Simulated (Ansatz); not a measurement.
CsGdO₃, space group Pm-3m, a scan of the Hubbard U

With Ansatz 0.2.0, Python API.

Notebook, run cell by cell (the value of a cell's last expression is shown):

```python
import ansatz as az
from ase import Atoms
import numpy as np
```

```python
FUNCTIONAL = "PBEsol"
KGRID = (5, 5, 5)
SMEARING = "fermi_dirac"
WIDTH_EV = 0.05


def count_gap(report):
    # lowest empty less highest filled band, counting bands; zero where they overlap
    return max(report.get("gap_by_band_count_ev") or 0.0, 0.0)
```

```python
atoms = Atoms(
    ["Cs", "Gd", "O", "O", "O"],
    scaled_positions=[
        (0.0, 0.0, 0.0),
        (0.5, 0.5, 0.5),
        (0.5, 0.5, 0.0),
        (0.5, 0.0, 0.5),
        (0.0, 0.5, 0.5),
    ],
    cell=[
        (4.545455, 0.0, 0.0),
        (0.0, 4.545455, 0.0),
        (0.0, 0.0, 4.545455),
    ],
    pbc=True,
)
atoms.set_initial_magnetic_moments([0.0, 4.9, 0.0, 0.0, 0.0])
csgdo3 = az.Crystal.from_ase(atoms)
```

```python
calc = csgdo3.calculation()
calc = calc.functional(FUNCTIONAL).kpoints(*KGRID, center="gamma")
calc = calc.occupations(SMEARING, width=WIDTH_EV)
calc = calc.spin(az.SpinTreatment.COLLINEAR)
calc = calc.band_table()
rows = []
for u in [2.0, 4.0, 6.0, 8.0]:
    summary = calc.hubbard("Gd", "f", u_eff=u).run().report
    shell = summary["hubbard"]["n_scf"]
    rows.append((u, count_gap(summary), sum(shell) / len(shell), max(abs(m) for m in summary["site_moments_mub"]), summary["n_iterations"]))
print("      U_eff eV  gap by band count eV  Gd f occupation (projector)  largest moment muB      iterations")
for row in rows:
    print(f"{str(row[0]):>14s}  {row[1]:20.3f}  {row[2]:27.4f}  {row[3]:18.3f}  {row[4]:14d}")
print("eigenvalues of the first occupation matrix at the last U, by spin:")
for channel in summary["hubbard"]["n_eig"][0]:
    print("  ", " ".join(f"{n:.3f}" for n in channel))
```

    DeckWarning: basis.ecutwfc = 420 eV, auto-derived from the records' recommended cutoffs: set by Cs (normal level)
    DeckWarning: where an SCF of this run starts from atoms to list the orders of its open shells, Gd (site 1, from 0) starts with 6.64 μB on its 4f shell, in the place of the 4.90 μB that the deck gives it: an open f shell starts with all that it can hold by Hund's first rule. To start from spheres of the given moment, type scf.initial_density.shell_occupations: []
          U_eff eV  gap by band count eV  Gd f occupation (projector)  largest moment muB      iterations
               2.0                 0.000                       7.0295               6.721              13
               4.0                 0.000                       7.0285               6.774              12
               6.0                 0.000                       7.0259               6.804              12
               8.0                 0.000                       7.0229               6.823              12
    eigenvalues of the first occupation matrix at the last U, by spin:
       0.993 0.993 0.993 0.999 0.999 0.999 1.000
       0.000 0.004 0.004 0.004 0.012 0.012 0.012

From U = 2 to 8 eV the largest site moment goes from 6.72 to 6.82 μB.

What to keep in mind:
- Open f shells: with a Hubbard U, without spin-orbit coupling; the state reached hangs on the start and needn't be the lowest.
- The mesh is modest for a metal, so energies can be off by several to tens of meV an atom and pressures by half a GPa or more; differences at equal mesh fare better.
- A gap by band count of zero or less means overlapping bands, a metal.
- This cell is a computed structure, which may not be the phase found in nature.
- Levels are Kohn-Sham eigenvalues on this mesh, without spin-orbit coupling.
- Warnings are shown shortened and without file and line.
- Shell occupations and the effect of U depend on the projectors; a run with no .spin step is spin-unpolarised, and each U may end in a state that isn't the lowest.
- Wall time of the script: 28 s on 1 thread of Arm Neoverse V2, on a shared host, peak memory 0.53 GiB.
